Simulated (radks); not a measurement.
**The Coulomb parameter U of the 4d shell of Cd²⁺**

An exercise on one series of results from a longer session: the logs are not shown, and one member is left open.

Method: scalar-relativistic Kohn-Sham, BLYP, spin-unpolarised, spherical densities, finite nucleus. Code: radks (a radial shooting solver on a logarithmic mesh, Libxc functionals) version 1.

**What is computed**

- element: cadmium (Z = 48)
- charge: +2
- electrons: 46
- configuration: [Kr] 4d8.5 5s1.5
- nuclear rms radius: 4.6087 fm

Set-up of the first run:

Settings of this run:

```text
Z 48
configuration [Kr] 4d8.5 5s1.5
relativity scalar-relativistic
functional b88,lyp
spin unpolarised
nucleus finite rms 4.6087 fm
c 137.035999084
```

Among the steps run: Start: [Kr] 4d8.5 5s1.5.

One table of the session follows, with a row left open; its other results are not shown here.

It belongs to the step «Start: [Kr] 4d8.5 5s1.5». Sizes of the orbitals, from the radial functions (bohr):

| level | <r> | outermost maximum (interpolated) | 90 % within | nodes |
| --- | --- | --- | --- | --- |
| 2p | 0.1148 | 0.0890 | 0.187 | 0 |
| 3s | 0.3584 | 0.324 | 0.528 | 2 |
| 3p | 0.3571 | 0.317 | 0.537 | 1 |
| 3d | 0.3347 | 0.266 | 0.529 | 0 |
| 4s | 0.8736 | 0.793 | 1.27 | 3 |
| 4p | 0.9495 | 0.842 | 1.40 | 2 |
| 4d | 1.199 | 0.964 | 1.87 | 1 |
| 5s | ? | ? | ? | ? |

**Question.** Estimate the row for 5s.

As computed: <r>: 2.361; outermost maximum (interpolated): 2.08; 90 % within: 3.43; nodes: 4. In the column «<r>» it is the highest.
